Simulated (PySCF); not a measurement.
**KZn+: bond curves at several levels of theory**

Aim: find the lowest electronic state of KZn+, scan its bond at several levels of theory, and get bond length, wavenumber and dissociation energy from each curve.

Method: K x2c-SVPall, Zn x2c-SVPall, spin-free X2C with a Gaussian nucleus; program: PySCF 2.14.0.

### 1 Set-up

The job is set up so:

* atoms: K, Zn
* charge: 1
* basis: K x2c-SVPall, Zn x2c-SVPall
* Hamiltonian: spin-free X2C with a Gaussian nucleus
* basis functions: 60
* electrons treated: 48
* masses in u: 38.9637, 63.9291
* levels: PBE0, PBE, r²SCAN, r²SCAN0, BHandHLYP, BLYP, ωB97X, HF, MP2, SCS-MP2, CCSD, CCSD(T)
* grid: 80 radial by 434 angular points
* occupations: held fixed by the projection of orbital angular momentum
* dissociation limit: K+ + Zn, each in its ground configuration
* starting distance in angstrom: 3.235
* values of 2S to try: 0, 2

The run is started by

```bash
> OMP_NUM_THREADS=1 python dia.py task.json out
```

After this run come: The PBE0 curve of the state that the search chose; Other states along the same grid; PBE (GGA); r²SCAN; r²SCAN0; BHandHLYP (global hybrid GGA); BLYP; ωB97X (range-separated hybrid); RHF; Adding correlation.

Q: Predict the outcome of this session. Wanted: for each run, Re; ωe; De; μ.

As calculated:

Lowest PBE0 solution found, without spin–orbit coupling: ¹Σ⁺ (singlet), closed shell. State 2 has its PBE0 minimum 3.63 eV higher. The other levels ran on the lowest alone.

```
      level  Re (Å)  ωe (cm⁻¹)  De (eV)  μ (D)
        RHF   3.782       66.6    0.180  -8.97
    RHF-MP2   3.515       87.6    0.277    n/a
RHF-SCS-MP2   3.546       84.7    0.259    n/a
   RHF-CCSD   3.552       84.4    0.258    n/a
RHF-CCSD(T)   3.541       85.4    0.262    n/a
        PBE   3.530       74.4    0.233  -8.37
       BLYP   3.594       67.9    0.196  -8.67
     r²SCAN   3.567       72.1    0.203  -8.58
       PBE0   3.546       75.1    0.229  -8.34
    r²SCAN0   3.564       73.9    0.210  -8.48
  BHandHLYP   3.585       73.3    0.213  -8.47
      ωB97X   3.548       74.5    0.212  -8.54
```

De is counted to K+ + Zn in their ground configurations. A positive dipole points from K to Zn; in an ion it is taken about the centre of mass and does not tell which atom is negative.

What this shows: The methods spread over 0.268 Å in bond length, from RHF-MP2 to RHF. CCSD(T) can't serve as the judge here: for a weak bond in this basis it is far from its limit. Among the levels with a De in the table, it runs from 0.180 eV (RHF) to 0.277 eV (RHF-MP2).

Correlated steps freeze 10 core orbitals. The bond is weak, and basis-set superposition, which was not computed, may be a sizeable part of it.
